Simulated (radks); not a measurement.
**Nuclear size and the levels of Nb⁺**

One table from this session's results is given with a row withheld; the runs are named, their logs left out.

Program: radks (a radial shooting solver on a logarithmic mesh, Libxc functionals) version 1. Level of theory: Dirac Kohn-Sham, exchange-only LDA, spin-unpolarised, spherical densities, finite nucleus; open shells are shared between the two j in proportion to 2j + 1. These are calculated values, not measurements, unless marked.

## What is computed

```
element            : niobium (Z = 41)
charge             : +1
electrons          : 40
configuration      : [Kr] 4d4
nuclear rms radius : 4.324 fm
```

The outer shells:

Nb⁺
```
[Kr] core
4d [↑ ][↑ ][↑ ][↑ ][  ]
```

Set-up of the first run:

Input:

```text
Z 41
configuration [Kr] 4d4 5s0 5p0
relativity Dirac
functional lda,
spin unpolarised
j_filling average
nucleus finite rms 4.324 fm
c 137.035999084
```

Started as:

```
$ python run_ks.py task.json out
```

All runs below come from this command, one after another.

Among the steps run: rms radius 4.324 fm.

One of the session's tables, all rows but one given; the rest of the session is left out.

It belongs to the step «rms radius 4.324 fm». Radial moments (bohr):

```
level    <r>  outermost maximum (interpolated)  90 % within  nodes
4s1/2  1.159                              1.03         1.69      3
4p1/2  1.283                              1.10         1.91      2
4p3/2  1.316                              1.13         1.96      2
5s1/2  3.414                              2.94         5.02      4
4d3/2  2.089                              1.50         3.43      1
4d5/2  2.114                              1.51         3.47      1
5p1/2  4.331                              3.66         6.45      3
5p3/2      ?                                 ?            ?      ?
```

Q: Estimate the row for 5p3/2 from the others.

As computed: <r>: 4.429; outermost maximum (interpolated): 3.75; 90 % within: 6.59; nodes: 3. In the column «<r>» it is the highest.
